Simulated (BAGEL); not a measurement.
# Si5H10 (SMILES [SiH2]1[SiH2][SiH2][SiH2][SiH2]1): levels of theory compared

Wanted: a comparison of 3 runs (B3LYP/6-31G*, PBE0/6-31G*, RI-MP2/6-31G*) of Si5H10. 

Program for the calculation: BAGEL 1.2.2.

4 further runs of the same task are left out: 2 that didn't finish, 2 set aside as unsound or not needed.

### Step 1. The system as given

Si5H10 has 15 atoms, charge 0, and is taken as a singlet. As SMILES, `[SiH2]1[SiH2][SiH2][SiH2][SiH2]1`. The coordinates come from a PBE0-D4/def2-TZVP relaxation. This is one conformer, not always the lowest.

Bond lengths: Si1–Si2 2.341 Å, Si2–Si3 2.341 Å, Si3–Si4 2.346 Å, Si1–Si5 2.350 Å, Si4–Si5 2.358 Å, Si1–H6 1.491 Å, Si1–H7 1.489 Å, Si2–H8 1.488 Å, Si2–H9 1.491 Å, Si3–H10 1.489 Å, Si3–H11 1.491 Å, Si4–H12 1.490 Å, Si4–H13 1.489 Å, Si5–H14 1.489 Å, Si5–H15 1.490 Å. Some angles: Si1–Si2–Si3 100.9°, Si2–Si1–Si5 103.6°, Si2–Si3–Si4 102.6°, Si3–Si4–Si5 105.3°, Si1–Si5–Si4 105.6°, Si1–Si2–H8 114.0°, Si1–Si2–H9 109.3°, Si3–Si2–H8 114.3°, Si3–Si2–H9 109.1°, Si2–Si1–H6 108.2°.

### Step 2. A single-point energy at B3LYP/6-31G(d) (density fitting with cc-pvqz-jkfit, spherical functions) (run 1)

Contents of input.json:

```json
{ "bagel" : [

{
  "title" : "molecule",
  "basis" : "6-31gs.json",
  "df_basis" : "cc-pvqz-jkfit",
  "angstrom" : "true",
  "geometry" : [
    { "atom" : "Si", "xyz" : [      -1.084060,       1.459050,       0.707660 ] },
    { "atom" : "Si", "xyz" : [      -0.059090,      -0.250640,       1.935200 ] },
    { "atom" : "Si", "xyz" : [       1.685310,      -0.847370,       0.493250 ] },
    { "atom" : "Si", "xyz" : [       0.606660,      -0.977730,      -1.585910 ] },
    { "atom" : "Si", "xyz" : [      -1.132210,       0.611030,      -1.483210 ] },
    { "atom" : "H", "xyz" : [      -0.194180,       2.654660,       0.740620 ] },
    { "atom" : "H", "xyz" : [      -2.428560,       1.852980,       1.210560 ] },
    { "atom" : "H", "xyz" : [       0.385250,       0.161940,       3.294480 ] },
    { "atom" : "H", "xyz" : [      -1.000910,      -1.399120,       2.063570 ] },
    { "atom" : "H", "xyz" : [       2.395090,      -2.100510,       0.869400 ] },
    { "atom" : "H", "xyz" : [       2.671440,       0.270290,       0.461680 ] },
    { "atom" : "H", "xyz" : [       0.014450,      -2.335600,      -1.746080 ] },
    { "atom" : "H", "xyz" : [       1.530020,      -0.729740,      -2.727130 ] },
    { "atom" : "H", "xyz" : [      -0.952370,       1.690690,      -2.492650 ] },
    { "atom" : "H", "xyz" : [      -2.436840,      -0.059940,      -1.741430 ] }
  ]
},

{
  "title" : "ks",
  "xc_func" : "b3lyp"
},

{
  "title" : "print",
  "file" : "orbitals.molden",
  "orbitals" : "true"
}

]}
```

The basis set 6-31G* is read from a file made from the Basis Set Exchange's data (not shown).

Command:

```sh
BAGEL_NUM_THREADS=1 BAGEL input.json > input.out
```

Log:

```text
* using 1 threads per process

  ===============================================================
  ===============================================================

  *** Geometry ***

  { "atom" : "Si", "xyz" : [     -2.048577,      2.757205,      1.337284 ] },
  { "atom" : "Si", "xyz" : [     -0.111664,     -0.473641,      3.656998 ] },
  { "atom" : "Si", "xyz" : [      3.184774,     -1.601297,      0.932107 ] },
  { "atom" : "Si", "xyz" : [      1.146421,     -1.847642,     -2.996936 ] },
  { "atom" : "Si", "xyz" : [     -2.139567,      1.154679,     -2.802861 ] },
  { "atom" : "H", "xyz" : [     -0.366947,      5.016580,      1.399569 ] },
[... 7 lines of this table left out ...]
  { "atom" : "H", "xyz" : [     -1.799718,      3.194941,     -4.710426 ] },
  { "atom" : "H", "xyz" : [     -4.604960,     -0.113270,     -3.290826 ] },

  Number of auxiliary basis functions:     1250

  Since a DF basis is specified, we compute 2- and 3-index integrals:
    o Being stored without compression. Storage requirement is 0.121 GB

  Number of basis functions:      110
  Number of electrons      :       80

    * METHOD: MOLECULE                             1.35

  *** Kohn-Sham DFT ***

    * Removing 30528 points whose weight is below 1.00e-10
    * Grid points: 193062

  === Nuclear Repulsion ===
   495.9013378908

       - DIIS with orbital gradients will be used.

  === KS iteration (b3lyp / 6-31gs.json) ===
      0      -1413.40176832          0.10111014           0.99
      1      -1436.69433749          0.06317876           0.99
      2      -1429.39585539          0.10474803           1.01
      3      -1450.46679244          0.04698867           1.00
      4      -1452.53949807          0.02549277           1.00
      5      -1453.31006987          0.01166871           0.98
[... 9 lines of this table left out ...]
     15      -1453.48430738          0.00000001           0.97
     16      -1453.48430738          0.00000000           0.97
    * SCF iteration converged.

    * Permanent dipole moment:
           (   -0.006880,     0.002288,    -0.027312) a.u.

    * METHOD: KS                                  17.92

    * METHOD: PRINT                                0.02

  ===============================================================
```

It took 20 s on 1 thread of AMD EPYC 9R45 (Zen 5), shared host; peak memory 1.1 GiB.

### Step 3. A single-point energy at PBE0/6-31G(d) (density fitting with cc-pvqz-jkfit, spherical functions) (run 2)

Contents of calc.json:

```json
{ "bagel": [

{
  "title": "molecule",
  "basis": "6-31gs.json",
  "df_basis": "cc-pvqz-jkfit",
  "angstrom": true,
  "geometry": [
    { "atom": "Si", "xyz": [      -1.084060,       1.459050,       0.707660 ] },
    { "atom": "Si", "xyz": [      -0.059090,      -0.250640,       1.935200 ] },
    { "atom": "Si", "xyz": [       1.685310,      -0.847370,       0.493250 ] },
    { "atom": "Si", "xyz": [       0.606660,      -0.977730,      -1.585910 ] },
    { "atom": "Si", "xyz": [      -1.132210,       0.611030,      -1.483210 ] },
    { "atom": "H", "xyz": [      -0.194180,       2.654660,       0.740620 ] },
    { "atom": "H", "xyz": [      -2.428560,       1.852980,       1.210560 ] },
    { "atom": "H", "xyz": [       0.385250,       0.161940,       3.294480 ] },
    { "atom": "H", "xyz": [      -1.000910,      -1.399120,       2.063570 ] },
    { "atom": "H", "xyz": [       2.395090,      -2.100510,       0.869400 ] },
    { "atom": "H", "xyz": [       2.671440,       0.270290,       0.461680 ] },
    { "atom": "H", "xyz": [       0.014450,      -2.335600,      -1.746080 ] },
    { "atom": "H", "xyz": [       1.530020,      -0.729740,      -2.727130 ] },
    { "atom": "H", "xyz": [      -0.952370,       1.690690,      -2.492650 ] },
    { "atom": "H", "xyz": [      -2.436840,      -0.059940,      -1.741430 ] }
  ]
},

{
  "title": "ks",
  "xc_func": "pbe0"
},

{
  "title": "print",
  "file": "orbitals.molden",
  "orbitals": true
}

]}
```

The basis set 6-31G* is read from a file made from the Basis Set Exchange's data (not shown).

Command:

```sh
BAGEL_NUM_THREADS=1 BAGEL calc.json > calc.out
```

Log:

```text
* using 1 threads per process

  ===============================================================
  ===============================================================

  *** Geometry ***

  { "atom" : "Si", "xyz" : [     -2.048577,      2.757205,      1.337284 ] },
  { "atom" : "Si", "xyz" : [     -0.111664,     -0.473641,      3.656998 ] },
  { "atom" : "Si", "xyz" : [      3.184774,     -1.601297,      0.932107 ] },
  { "atom" : "Si", "xyz" : [      1.146421,     -1.847642,     -2.996936 ] },
  { "atom" : "Si", "xyz" : [     -2.139567,      1.154679,     -2.802861 ] },
  { "atom" : "H", "xyz" : [     -0.366947,      5.016580,      1.399569 ] },
[... 7 lines of this table left out ...]
  { "atom" : "H", "xyz" : [     -1.799718,      3.194941,     -4.710426 ] },
  { "atom" : "H", "xyz" : [     -4.604960,     -0.113270,     -3.290826 ] },

  Number of auxiliary basis functions:     1250

  Since a DF basis is specified, we compute 2- and 3-index integrals:
    o Being stored without compression. Storage requirement is 0.121 GB

  Number of basis functions:      110
  Number of electrons      :       80

    * METHOD: MOLECULE                             1.35

  *** Kohn-Sham DFT ***

    * Removing 30528 points whose weight is below 1.00e-10
    * Grid points: 193062

  === Nuclear Repulsion ===
   495.9013378908

       - DIIS with orbital gradients will be used.

  === KS iteration (pbe0 / 6-31gs.json) ===
      0      -1412.78356997          0.10104766           1.00
      1      -1435.62983096          0.06208258           0.98
      2      -1429.51416552          0.10401610           1.01
      3      -1449.85573399          0.04649767           0.98
      4      -1451.85919873          0.02508239           1.00
      5      -1452.60881928          0.01140354           1.01
[... 9 lines of this table left out ...]
     15      -1452.77742404          0.00000001           0.99
     16      -1452.77742404          0.00000001           0.99
    * SCF iteration converged.

    * Permanent dipole moment:
           (   -0.006564,     0.002185,    -0.026122) a.u.

    * METHOD: KS                                  18.01

    * METHOD: PRINT                                0.02

  ===============================================================
```

It took 20 s on 1 thread of AMD EPYC 9R45 (Zen 5), shared host; peak memory 1.1 GiB.

### Step 4. The energy at RI-MP2/6-31G(d) (density fitting with cc-pvqz-jkfit, spherical functions) (run 3)

Contents of input.json:

```json
{ "bagel" : [

{
  "title" : "molecule",
  "basis" : "6-31gs.json",
  "df_basis" : "cc-pvqz-jkfit",
  "angstrom" : true,
  "geometry" : [
    { "atom" : "Si", "xyz" : [   -1.084060,    1.459050,    0.707660 ] },
    { "atom" : "Si", "xyz" : [   -0.059090,   -0.250640,    1.935200 ] },
    { "atom" : "Si", "xyz" : [    1.685310,   -0.847370,    0.493250 ] },
    { "atom" : "Si", "xyz" : [    0.606660,   -0.977730,   -1.585910 ] },
    { "atom" : "Si", "xyz" : [   -1.132210,    0.611030,   -1.483210 ] },
    { "atom" : "H", "xyz" : [   -0.194180,    2.654660,    0.740620 ] },
    { "atom" : "H", "xyz" : [   -2.428560,    1.852980,    1.210560 ] },
    { "atom" : "H", "xyz" : [    0.385250,    0.161940,    3.294480 ] },
    { "atom" : "H", "xyz" : [   -1.000910,   -1.399120,    2.063570 ] },
    { "atom" : "H", "xyz" : [    2.395090,   -2.100510,    0.869400 ] },
    { "atom" : "H", "xyz" : [    2.671440,    0.270290,    0.461680 ] },
    { "atom" : "H", "xyz" : [    0.014450,   -2.335600,   -1.746080 ] },
    { "atom" : "H", "xyz" : [    1.530020,   -0.729740,   -2.727130 ] },
    { "atom" : "H", "xyz" : [   -0.952370,    1.690690,   -2.492650 ] },
    { "atom" : "H", "xyz" : [   -2.436840,   -0.059940,   -1.741430 ] }
  ]
},
{
  "title" : "hf"
},
{
  "title" : "mp2",
  "ncore" : 25
}

]}
```

The basis set 6-31G* is read from a file made from the Basis Set Exchange's data (not shown).

Command:

```sh
BAGEL_NUM_THREADS=1 BAGEL input.json > input.out
```

Log:

```text
* using 1 threads per process

  ===============================================================
  ===============================================================

  *** Geometry ***

  { "atom" : "Si", "xyz" : [     -2.048577,      2.757205,      1.337284 ] },
  { "atom" : "Si", "xyz" : [     -0.111664,     -0.473641,      3.656998 ] },
  { "atom" : "Si", "xyz" : [      3.184774,     -1.601297,      0.932107 ] },
[... 11 lines of this table left out ...]
  { "atom" : "H", "xyz" : [     -4.604960,     -0.113270,     -3.290826 ] },

  Number of auxiliary basis functions:     1250

  Since a DF basis is specified, we compute 2- and 3-index integrals:
    o Being stored without compression. Storage requirement is 0.121 GB

  Number of basis functions:      110
  Number of electrons      :       80

    * METHOD: MOLECULE                             1.35

  *** RHF ***

  === Nuclear Repulsion ===
   495.9013378908

      * DIIS with orbital gradients will be used.

  === RHF iteration (6-31gs.json) ===
      0      -1450.29407057          0.00690453           0.39
      1      -1450.38142510          0.00245226           0.39
      2      -1450.39039661          0.00082989           0.39
[... 6 lines of this table left out ...]
      9      -1450.39148180          0.00000001           0.38
    * SCF iteration converged.

    * Permanent dipole moment:
           (   -0.011431,     0.003280,    -0.044333) a.u.

    * METHOD: HF                                   4.46

  *** RHF ***

  === Nuclear Repulsion ===
   495.9013378908

      * DIIS with orbital gradients will be used.

  === RHF iteration (6-31gs.json) ===
      0      -1450.39148180          0.00000000           0.38
    * SCF iteration converged.

    * Permanent dipole moment:
           (   -0.011431,     0.003280,    -0.044334) a.u.

  === DF-MP2 calculation ===

    * freezing 25 orbitals
    * 3-index integral transformation done
    * assembly done

      MP2 correlation energy:   -0.3968916883      0.14

      MP2 total energy:       -1450.7883734865

    * METHOD: MP2                                  0.94

  ===============================================================
```

It took 7.2 s on 1 thread of AMD EPYC 9R45 (Zen 5), shared host; peak memory 0.46 GiB.

### Step 5. Overview of the runs

```csv
run,level,frozen core orbitals,energy (Eh),dipole moment (D),HOMO energy (eV),LUMO energy (eV),wall time
1,"B3LYP/6-31G* (density fitting with cc-pvqz-jkfit, spherical functions)",–,-1453.484307,0.07,-7.35,-0.70,20 s
2,"PBE0/6-31G* (density fitting with cc-pvqz-jkfit, spherical functions)",–,-1452.777424,0.07,-7.62,-0.65,20 s
3,"RI-MP2/6-31G* (density fitting with cc-pvqz-jkfit, spherical functions)",25,-1450.788373,–,–,–,7.2 s
```

### Step 6. Outcome

| quantity | value |
| --- | --- |
| run 3: total energy | -1450.78837 Eh |
| run 3: correlation energy (25 core orbitals frozen) | -396.9 mEh |

What this shows: Totals of different functionals can't be ranked against each other. All runs together took 47 s, the longest 20 s.
